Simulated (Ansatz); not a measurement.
# Pt2F (Fm-3m) in Ansatz: notebook

One crystal, Pt2F, is run at these levels: PBE; tasks: relaxation of cell and atoms.

Program: Ansatz 0.2.0. These are calculated values, not measurements. Logs are shortened: lines on timing, memory, paths and dates and some standing lists are left out, and cuts for length are marked.

### Step 1. Starting point

It takes space group Fm-3m (No. 225, cubic). Conventional cell: a = 5.705 Å, b = 5.705 Å, c = 5.705 Å, α = 90.00°, β = 90.00°, γ = 90.00°. Pt (site symmetry -43m) has 4 F at 2.47 Å as nearest neighbours. F (site symmetry m-3m) is surrounded by 8 Pt at 2.47 Å.

The cell was built by a generator and needn't be a form met in nature.

### Step 2. Relaxation of cell and atoms, PBE, target pressure 5 GPa, at which the enthalpy is minimised

Contents of input.yaml:

```yaml
crystal:
  lattice:
    - [0.0, 2.85243, 2.85243]
    - [2.85243, 0.0, 2.85243]
    - [2.85243, 2.85243, 0.0]
  atoms:
    - { symbol: Pt, position: [0.25, 0.25, 0.25] }
    - { symbol: Pt, position: [0.75, 0.75, 0.75] }
    - { symbol: F, position: [0.0, 0.0, 0.0] }
hamiltonian:
  xc: pbe
  pseudopotentials: { kind: paw }
kpoints:
  mp_grid: { grid: [8, 8, 8] }
scf:
  occupations: { method: fermi_dirac, width: 0.05 }
output:
  forces: true
  stress: true
  eigenvalues: true
relax:
  f_tol: 0.01
  max_steps: 40
  cell: { stress_tol: 0.05, p_target: 5.0 }
```

Potentials or basis: Ansatz PAW.

On the command line:

```bash
ansatz run input.yaml --threads 2 --pin off --max-ram 5632MiB --backend cpu --events-out ev --progress --plain --runs-dir out
```

The program printed:

```text
Warning: RAYON_NUM_THREADS=2 ignored (pool sized by the plan → 2); use --threads N
Engine: ansatz 0.2.0, aarch64-unknown-linux-gnu
Pseudopotentials: kind: paw
Pseudopotential: Pt, paw, valence charge 18, recommended cutoff 420 eV (normal), Pt.paw.azcp
Pseudopotential: F, paw, valence charge 7, recommended cutoff 420 eV (normal), F.paw.azcp
Functional definition: PBE
  parameter kappa = 0.804
  parameter beta = 0.06672455060314922
  exchange = pbe_x(kappa = kappa, mu = beta*pi^2/3)
  correlation = pbe_c(beta = beta)
Crystal: 3 atoms, lattice volume = 46.417 Å³
Basis set: ecut = 420 eV, 893 PW (Γ), exchange–correlation on 54×54×54 points (8 copies of the dense FFT grid, shifted against one another)
Bands: 26, of which v1, the nominal top of the filled ones, is band 22 counted from 1 (21 counted from 0)
Symmetry: 48 space group operations
Space group: Fm-3m (ITA 225), of the structure as read, at distance tolerance 3.6e-5 Å
k-points: 29 of 512
Non-local potential: Pt, projectors of the file, l = 0: 3, l = 1: 2, l = 2: 2, l = 3: 1
Non-local potential: F, projectors of the file, l = 0: 2, l = 1: 2, l = 2: 1
PAW form: soft (Blöchl's): semilocal exchange-correlation on the pseudo side does not see the compensation charge
PAW one-centre angular grid: Pt, 590 points (default); XC on 64 Gauss nodes
PAW one-centre angular grid: F, 110 points (default); XC on 64 Gauss nodes
Initial density: superposition of atomic densities (neutral atoms: chi_scale 0, normalization atom), corrected by the library's trained network
Initial wavefunctions: pseudopotential atomic-orbital guess
Functional: x = pbe(κ = 0.804, μ = 0.2195149727645171), c = pbe(β = 0.06672455060314922)
SCF iter   1: F=—  HF=-25849.487153 eV  |F-HF|=—  |Δ(HF+E_count)|=         —  Δρ=9.30e-3  dr2=3.95e-2  ethr=1.77e-3  ⟨swp⟩=5.6  Hψ=2768  notcnv=0
preconditioner: auto → LDOS  [metal: Δε(μ)=0.012 eV  Ē_g=8.869 eV  σ=0.050 eV  W_gap=0.06  n_scr=14 (ndim 8)  ℏωp=28.3 eV  f_vac=0.014  D(μ)=8.11/eV (n_scr^D=136)  β→1.0]
SCF iter   2: F=—  HF=-25849.486878 eV  |F-HF|=—  |Δ(HF+E_count)|=   2.75e-4  Δρ=4.93e-3  dr2=1.32e-2  ethr=9.19e-5  ⟨swp⟩=1.8  Hψ=1055  notcnv=0
preconditioner: auto → Kerker (q_TF=auto, 2.694 Å⁻¹)  [metal: Δε(μ)=0.004 eV  Ē_g=8.897 eV  σ=0.050 eV  W_gap=0.02  n_scr=14 (ndim 8)  ℏωp=28.3 eV  f_vac=0.010  D(μ)=8.11/eV (n_scr^D=136)  β→0.5]
SCF iter   3: F=—  HF=-25849.484819 eV  |F-HF|=—  |Δ(HF+E_count)|=   2.06e-3  Δρ=2.28e-3  dr2=1.20e-3  ethr=3.08e-5  ⟨swp⟩=2.0  Hψ=1222  notcnv=0
SCF iter   4: F=—  HF=-25849.484688 eV  |F-HF|=—  |Δ(HF+E_count)|=   1.31e-4  Δρ=4.71e-4  dr2=9.80e-5  ethr=2.78e-6  ⟨swp⟩=2.0  Hψ=953  notcnv=0
SCF iter   5: F=—  HF=-25849.484619 eV  |F-HF|=—  |Δ(HF+E_count)|=   6.94e-5  Δρ=1.05e-4  dr2=5.47e-6  ethr=2.28e-7  ⟨swp⟩=2.0  Hψ=949  notcnv=0
SCF iter   6: F=—  HF=-25849.484618 eV  |F-HF|=—  |Δ(HF+E_count)|=   7.53e-7  Δρ=1.97e-5  dr2=2.04e-7  ethr=1.27e-8  ⟨swp⟩=2.2  Hψ=1111  notcnv=0
SCF iter   7: F=-25849.484618 eV  HF=-25849.484618 eV  |F-HF|=1.92e-9  |Δ(HF+E_count)|=   4.93e-8  Δρ=4.52e-6  dr2=1.24e-8  ethr=2.33e-10  ⟨swp⟩=4.1  Hψ=2516  notcnv=0
SCF 1 converged in 7 iterations: F = -25849.484618 eV  dr2 = 1.24e-8
relax step   1: F+E_penalty+E_count = -25849.48461836 eV  Δ(F+E_penalty+E_count) = +0.000e0 eV  max|allowed force component| = 4.626e-17 eV/Å  Δτ_max = 0.0000 Å  P = +0.067 GPa  Ω = 46.417 Å³  (7 SCF iters, dr2 threshold 1.00e-7 eV, accepted)
Crystal: 3 atoms, lattice volume = 43.577 Å³
Basis set: ecut = 420 eV, 869 PW (Γ), exchange–correlation on 54×54×54 points (8 copies of the dense FFT grid, shifted against one another)
Initial density: handed on by an earlier stage of this run
Initial wavefunctions: those handed on with the density
iter 1 solved again at ethr=1.41e-4 eV; its pass at ethr=3.10e-3 eV (dr2=6.08e-2 eV) is discarded
SCF iter   1: F=—  HF=-25849.417075 eV  |F-HF|=—  |Δ(HF+E_count)|=         —  Δρ=1.01e-2  dr2=6.05e-2  ethr=1.41e-4  ⟨swp⟩=1.0  Hψ=3654  notcnv=0
preconditioner: auto → Kerker (q_TF=auto, 2.722 Å⁻¹)  [metal: Δε(μ)=0.016 eV  Ē_g=9.246 eV  σ=0.050 eV  W_gap=0.08  n_scr=14 (ndim 8)  ℏωp=29.2 eV  f_vac=0.006  D(μ)=7.45/eV (n_scr^D=136)]
SCF iter   2: F=—  HF=-25849.409922 eV  |F-HF|=—  |Δ(HF+E_count)|=   7.15e-3  Δρ=5.14e-3  dr2=2.03e-2  ethr=1.41e-4  ⟨swp⟩=1.7  Hψ=795  notcnv=0
[... 51 lines left out ...]
iter 5 did not close the SCF: its close was put off for the readings that it lacked (scf_convergence_deferred on its scf_iter line)
SCF iter   5: F=-25849.461025 eV  HF=-25849.461025 eV  |F-HF|=2.04e-10  |Δ(HF+E_count)|=  8.04e-10  Δρ=1.12e-6  dr2=6.52e-10  ethr=1.43e-11  ⟨swp⟩=2.3  Hψ=993  notcnv=0
SCF iter   6: F=-25849.461025 eV  HF=-25849.461025 eV  |F-HF|=7.28e-12  |Δ(HF+E_count)|=  3.09e-10  Δρ=3.74e-7  dr2=8.07e-11  ethr=1.52e-12  ⟨swp⟩=1.5  Hψ=2077  notcnv=0
SCF 6 converged in 6 iterations: F = -25849.461025 eV  dr2 = 8.07e-11
relax step   6: F+E_penalty+E_count = -25849.46102491 eV  Δ(F+E_penalty+E_count) = +7.959e-4 eV  max|allowed force component| = 1.681e-16 eV/Å  Δτ_max = 0.0000 Å  P = +5.000 GPa  Ω = 44.868 Å³  energy of the carried Pulay correction = +5.002e-5 eV  (6 SCF iters, dr2 threshold 2.37e-8 eV, accepted)
iter 1 solved again at ethr=1.92e-8 eV; its pass at ethr=3.10e-3 eV (dr2=8.24e-6 eV) is discarded
SCF iter   1: F=—  HF=-25849.461018 eV  |F-HF|=—  |Δ(HF+E_count)|=         —  Δρ=4.78e-6  dr2=2.03e-9  ethr=1.92e-8  ⟨swp⟩=3.7  Hψ=5038  notcnv=0
SCF iter   2: F=—  HF=-25849.460970 eV  |F-HF|=—  |Δ(HF+E_count)|=   4.76e-5  Δρ=3.07e-6  dr2=9.76e-10  ethr=4.73e-12  ⟨swp⟩=3.0  Hψ=1739  notcnv=0
SCF iter   3: F=—  HF=-25849.460970 eV  |F-HF|=—  |Δ(HF+E_count)|=  4.26e-10  Δρ=1.03e-6  dr2=9.04e-11  ethr=2.27e-12  ⟨swp⟩=2.0  Hψ=1076  notcnv=0
iter 4 did not close the SCF: its close was put off for the readings that it lacked (scf_convergence_deferred on its scf_iter line)
SCF iter   4: F=-25849.460970 eV  HF=-25849.460970 eV  |F-HF|=1.09e-11  |Δ(HF+E_count)|=  1.82e-10  Δρ=1.96e-7  dr2=1.15e-11  ethr=1.00e-12  ⟨swp⟩=2.0  Hψ=826  notcnv=0
iter 5 did not close the SCF: its close was put off for the readings that it lacked (scf_convergence_deferred on its scf_iter line)
SCF iter   5: F=-25849.460970 eV  HF=-25849.460970 eV  |F-HF|=1.46e-11  |Δ(HF+E_count)|=  1.09e-11  Δρ=4.58e-8  dr2=1.43e-12  ethr=1.00e-12  ⟨swp⟩=1.0  Hψ=754  notcnv=0
iter 6 did not close the SCF: its close was put off for the readings that it lacked (scf_convergence_deferred on its scf_iter line)
SCF iter   6: F=-25849.460970 eV  HF=-25849.460970 eV  |F-HF|=0.00e0  |Δ(HF+E_count)|=  1.09e-11  Δρ=1.06e-8  dr2=5.49e-14  ethr=1.00e-12  ⟨swp⟩=1.0  Hψ=754  notcnv=0
iter 7 did not close the SCF: its close was put off for the readings that it lacked (scf_convergence_deferred on its scf_iter line)
SCF iter   7: F=-25849.460970 eV  HF=-25849.460970 eV  |F-HF|=0.00e0  |Δ(HF+E_count)|=  3.64e-12  Δρ=4.22e-9  dr2=9.69e-15  ethr=1.00e-12  ⟨swp⟩=1.0  Hψ=754  notcnv=0
SCF iter   8: F=-25849.460970 eV  HF=-25849.460970 eV  |F-HF|=1.82e-11  |Δ(HF+E_count)|=  1.09e-11  Δρ=1.25e-9  dr2=6.99e-16  ethr=1.00e-12  ⟨swp⟩=2.0  Hψ=1973  notcnv=0
SCF 7 converged in 8 iterations: F = -25849.460970 eV  dr2 = 6.99e-16
relax step   7: F+E_penalty+E_count = -25849.46097031 eV  Δ(F+E_penalty+E_count) = +5.460e-5 eV  max|allowed force component| = 1.280e-16 eV/Å  Δτ_max = 0.0000 Å  P = +4.999 GPa  Ω = 44.868 Å³  stress off target by 7.60e-4 GPa  SCF on the basis re-selected at this cell (its energy is not comparable with the rows above)  (8 SCF iters)
basis re-selected at this cell: Δ(F+E_penalty+E_count) = +5.460e-5 eV, ΔP = -0.001 GPa vs the last step (what re-selecting the basis moved, of the pressure what is left beyond the Pulay correction that the steps carried, after the strain that the cell walked since its last selection, with what the two solves' SCF thresholds leave and, on support functions, any second-order correction that the steps lacked; it is no measure of the basis error at this ecutwfc). This SCF's stress stands 7.60e-4 GPa from its target on what of the cell is left free (relax.cell.stress_tol is 5.00e-2 GPa) and its largest allowed force component is 1.28e-16 eV/Å (relax.f_tol is 1.00e-2 eV/Å): within both
SCF converged after 8 iterations
Free energy (F): -25849.460970 eV
Harris-Foulkes:  -25849.460970 eV  (|F-HF|=1.82e-11)
Internal energy: -25849.398756 eV  (E = F + TS)
E sigma→0 (E₀):  -25849.429863 eV
Entropy (-TS):   -0.062215 eV (-20.738 meV/atom)
Fermi energy:    15.491644 eV
--- Per-component energies (eV) ---
  E_band       = -464.836015
  E_kinetic    = 1479.914787
  E_local      = -4128.905691  (includes V_loc(G=0)·N_el)
  E_nonlocal   = 477.946358
  E_hartree    = 1526.252011
  E_xc         = -599.182067
  E_vxc        = -702.298265  (∫ρ·V_xc dr)
  E_paw        = -19109.246937  (= ΣΔE_a)
  E_vpaw       = -643.999527  (= ΣTr[D̂ρ^β])
  E_aug_tail   = 0.002299  (compensation charges beyond the density's cutoff)
  E_ewald      = -5496.179517
  E_smearing   = -0.062215  (= −TS)
  E_closure    = -0.000000  (closes the sum)
  Σ components = -25849.460970   (vs F -25849.460970, Δ=0.00e0)
--- Forces (eV/Å), atoms counted from 1 ---
  atom   1  Pt     0.00000000    -0.00000000     0.00000000
  atom   2  Pt     0.00000000     0.00000000    -0.00000000
  atom   3  F     -0.00000000     0.00000000     0.00000000
  max |Σ_I F_I| component: 7.40e-17 eV/Å
--- Stress (GPa, compression-positive) ---
        4.999240       0.000000       0.000000
        0.000000       4.999240       0.000000
        0.000000       0.000000       4.999240
  P = ⅓ Tr σ = 4.9992 GPa (49.992 kbar)
--- Band table (eV; the first three rows and the last of 29) ---
  k-point 0: bands = ["-81.9934", "-81.9676", "-36.3029", "-36.3029", "-36.3029", "-36.1356", "-36.1356", "-36.1356", "-8.2837", "8.7546", "8.7546", "8.7546", "10.2365", "11.1584", "11.1584", "14.3911", "14.3911", "14.3911", "15.4488", "15.4488", "15.4488", "16.7161", "16.7161", "23.5650", "23.5650", "23.5650"]
  k-point 1: bands = ["-81.9924", "-81.9685", "-36.2972", "-36.2967", "-36.2967", "-36.1428", "-36.1421", "-36.1421", "-8.2727", "8.5805", "8.8126", "8.8126", "10.8128", "11.2990", "11.2990", "14.0278", "14.3352", "14.3352", "15.4246", "15.4246", "15.5729", "16.3119", "16.3119", "21.9404", "24.0520", "24.0520"]
  k-point 2: bands = ["-81.9896", "-81.9713", "-36.2809", "-36.2791", "-36.2791", "-36.1629", "-36.1607", "-36.1607", "-8.2465", "8.4794", "8.9609", "8.9609", "11.7122", "11.7122", "12.0072", "13.4492", "14.1633", "14.1633", "15.3053", "15.3053", "15.4721", "15.4721", "15.4890", "19.6220", "25.1141", "25.1141"]
  k-point 28: bands = ["-81.9804", "-81.9804", "-36.3350", "-36.3334", "-36.2216", "-36.2216", "-36.1108", "-36.1105", "-8.1888", "8.7883", "8.7883", "9.5533", "12.0548", "12.0548", "12.3518", "13.3099", "13.8249", "13.8249", "14.8157", "14.8909", "15.1443", "15.1443", "19.7101", "19.7101", "19.9734", "20.1924"]
--- Relaxed structure (5 steps of the walk, 5 accepted, 2 SCFs on fresh bases) ---
  F+E_penalty+E_count = -25849.46097031 eV   max|allowed force component| = 1.280e-16 eV/Å   (the final SCF, on the basis selected at the relaxed cell)
  cell:  # Å, volume = 44.8679 Å³
    - [-2.4672752518002475e-33, 2.820343791062833, 2.8203437910628324]
    - [2.8203437910628324, -7.16530939660084e-35, 2.8203437910628324]
    - [2.8203437910628324, 2.820343791062833, -6.6319451615656675e-34]
  atoms:
    - { symbol: Pt, position: [0.25000000000000006, 0.24999999999999994, 0.25] }
    - { symbol: Pt, position: [0.7500000000000001, 0.7499999999999999, 0.75] }
    - { symbol: F, position: [-1.9030723516103652e-33, 2.5658361998398082e-33, 4.185938631106013e-34] }
```

Wall time 8.7 s (2 threads of Arm Neoverse V1, shared host); peak memory 0.33 GiB.

Results:

```
Free energy                                            : -25849.4610 eV
Relaxed volume                                         : 14.96 Å³/atom
Relaxed cell                                           : a = 3.989 Å, b = 3.989 Å, c = 3.989 Å, α = 60.00°, β = 60.00°, γ = 60.00°
Space group after relaxing (to 0.05 Å)                 : Fm-3m (No. 225)
Energy change on relaxing (the enthalpy is what falls) : +7.9 meV/atom
Ionic steps                                            : 7
Pressure after relaxing                                : 5.0 GPa
Band gap on the k mesh                                 : none (metal or under the smearing width)
```

The path:
| step | energy change (eV) | largest force (eV/Å) | volume (Å³) |
| --- | --- | --- | --- |
| 1 | 0.0000 | 0.0000 | 46.42 |
| 2 | 0.0797 | 0.0000 | 43.58 |
| 3 | 0.0180 | 0.0000 | 44.98 |
| 4 | 0.0205 | 0.0000 | 44.90 |
| 5 | 0.0228 | 0.0000 | 44.90 |
| 6 | 0.0236 | 0.0000 | 44.87 |
| 7 | 0.0236 | 0.0000 | 44.87 |

Final structure:
```yaml
crystal:
  lattice:
    - [0.00000, 2.82034, 2.82034]
    - [2.82034, 0.00000, 2.82034]
    - [2.82034, 2.82034, 0.00000]
  atoms:
    - { symbol: Pt, position: [0.25000, 0.25000, 0.25000] }
    - { symbol: Pt, position: [0.75000, 0.75000, 0.75000] }
    - { symbol: F, position: [0.00000, 0.00000, 0.00000] }
```

Levels at points of the mesh, in eV from the Fermi level:
```tsv
k point	band 17	band 18	band 19	band 20	band 21	band 22	band 23	band 24	band 25	band 26
(0.00, 0.00, 0.00)	-1.10	-1.10	-0.04	-0.04	-0.04	1.22	1.22	8.07	8.07	8.07
(0.00, 0.00, -0.50)	-1.97	-1.63	-1.63	-1.58	-0.72	-0.10	-0.10	1.61	10.85	10.85
(0.00, -0.50, -0.50)	-1.29	-1.29	-0.97	-0.97	0.12	1.13	2.27	3.96	6.65	6.72
```

Caveat: the plane-wave basis is chosen anew once the cell has moved, so the energies of steps on either side of that aren't comparable; an odd number of electrons without spin polarisation forces a metal; a magnetic or distorted state may lie lower. The run has no spin-orbit coupling, so splittings on Pt are missing.

[end of part 1 of 2]
